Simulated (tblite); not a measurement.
# CH5AlClN: the cost of one run

Programs: tblite 0.8.0 and PySCF 2.14.0. All values are calculated, for the isolated system unless a continuum is named. Atoms count from 0, parts from 1.

### 1 The system as given

9 atoms, charge 0, multiplicity 1; geometry: rigid parts in contact. Parts: 1 = atoms 0–1, `[Al][Cl]`, charge 0; 2 = atoms 2–8, `CN`, charge 0.

### 2 Docking the parts with GFN2-xTB

The job: settings as JSON, then the geometry in Å.

```
{"job": {"kind": "dock", "xc": "GFN2-xTB", "basis": "xTB"}, "charge": 0, "multiplicity": 1, "parts": [{"atoms": "0-1", "charge": 0, "multiplicity": 1}, {"atoms": "2-8", "charge": 0, "multiplicity": 1}]}
Al     0.230559     0.633175    -0.763552
Cl    -0.230559    -0.633175     0.763552
C      0.488753     3.278156     2.816957
N      0.935738     2.453977     1.707571
H     -0.253350     2.797250     3.470579
H      0.052412     4.192596     2.416649
H      1.354836     3.547248     3.420582
H      0.148041     2.194760     1.122656
H      1.354491     1.596978     2.053977
```

Method: GFN2-xTB search for minima from random contacts, gas phase.

The run is started by

```sh
$ OMP_NUM_THREADS=1 python cluster_run.py task.json out
```

One launch serves the whole session: the jobs run in the order shown.

**Question.** How long does this first job take on 1 thread of Intel Xeon Platinum 8375C at 2.90GHz, shared host?

About 8.3 s.
